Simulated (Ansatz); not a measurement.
# NTi: the cost of one run

Method: def2-TZVPP, core rule «outside noble gas», up to 10 orbitals frozen; program: Ansatz 0.2.0, Gaussian basis.

Plan: UHF; CCSD(T) on ROHF; CCSD(T) on UHF; CCSDT(Q) on ROHF; CCSDT(Q) on UHF.

10 further runs of the same task are left out: 7 for a known fault of the program, 3 set aside as unsound or not needed.

### 1 The geometry

The geometry is a PBE0/def2-TZVP stationary point (not a proven minimum) of the parent state, kept for this charge and spin.

2 atoms, charge 1, spin multiplicity 3.

Atoms are counted from 1 here; the program's logs count them from 0.

Bond lengths: Ti1–N2 1.985 Å.

### 2 UHF

Contents of in.yaml:

```yaml
crystal:
  periodic: [false, false, false]
  atoms:
    - {symbol: Ti, position_ang: [0.000000, 0.000000, 0.000000]}
    - {symbol: N, position_ang: [0.000000, 0.000000, 1.984600]}
basis:
  gaussian: {orbitals: def2-TZVPP}
total_charge: 1
magnetization: {spin_polarized: true, initial_magnetization: 2}
hamiltonian: {xc: hf}
output: {orbitals: {seedname: orbitals}}
```

Command:

```console
$ ansatz run in.yaml --threads 1 --pin off --events-out ev --progress --plain --max-ram 2816MiB --backend cpu
```

Q: Estimate wall time and peak memory on 1 thread of AMD EPYC 7R13, shared host.

About 30 s, with a peak of 0.26 GiB.
